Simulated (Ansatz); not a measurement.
# Ta5Si: the cost of one run

Program: Ansatz 0.2.0. Level of theory: DFT PBE, scalar-relativistic, plane waves, PAW, unless a step names another level. These are calculated values, not measurements.

**1. The system as given**

The structure is tetragonal, space group P4/mmm (No. 123). The conventional cell has a = 3.372 Å, b = 3.372 Å, c = 9.172 Å, α = 90.00°, β = 90.00°, γ = 90.00°. Around Ta (site symmetry 4mm) lie 4 Si at 2.76 Å and 5 Ta at 2.77 to 2.85 Å. Ta (site symmetry 4mm) has 8 Ta at 2.85 to 2.90 Å and 1 Si at 2.94 Å as nearest neighbours. Ta (site symmetry 4/mmm) is surrounded by 10 Ta at 2.90 to 3.20 Å. Si (site symmetry 4/mmm) is surrounded by 10 Ta at 2.76 to 2.94 Å.

Structure file:

```
Ta Si
1.0
     3.37167    0.00000    0.00000
     0.00000    3.37167    0.00000
     0.00000    0.00000    9.17216
Ta Si
5 1
Direct
  0.50000 0.50000 0.15092
  0.00000 0.00000 0.32058
  0.50000 0.50000 0.84908
  0.00000 0.00000 0.67942
  0.50000 0.50000 0.50000
  0.00000 0.00000 0.00000
```

It came out lowest among 21 distinct ends of the trial cells. At a tolerance of 0.05 Å it has space group P4/mmm (No. 123).

**2. Relaxing to 0.001 eV/Å, on the response runs' mesh and smearing**

input.yaml

```yaml
crystal:
  lattice:
    - [3.3716658195, 0.0, 0.0]
    - [0.0, 3.3716658195, 0.0]
    - [0.0, 0.0, 9.172158993]
  atoms:
    - { symbol: Ta, position: [0.5, 0.5, 0.1509176276] }
    - { symbol: Ta, position: [0.0, 0.0, 0.3205818346] }
    - { symbol: Ta, position: [0.5, 0.5, 0.8490823724] }
    - { symbol: Ta, position: [0.0, 0.0, 0.6794181654] }
    - { symbol: Ta, position: [0.5, 0.5, 0.5] }
    - { symbol: Si, position: [0.0, 0.0, 0.0] }
basis:
  ecutwfc: 420
kpoints:
  mp_grid: { grid: [10, 10, 4] }
hamiltonian:
  xc: pbe
scf:
  occupations: { method: gaussian, width: 0.1 }
output:
  forces: true
  stress: true
  eigenvalues: true
relax:
  adjacent_minimum: "off"
  f_tol: 0.001
  max_steps: 60
  cell: { stress_tol: 0.01 }
```

Command:

```sh
ansatz run input.yaml --threads 3 --pin off --max-ram 7680MiB --backend cpu --events-out ev --progress --plain --runs-dir out
```

What time and memory should one allow on 3 threads of Intel Xeon Platinum 8488C (Sapphire Rapids), shared host?

About 19 s, with a peak of 0.61 GiB.
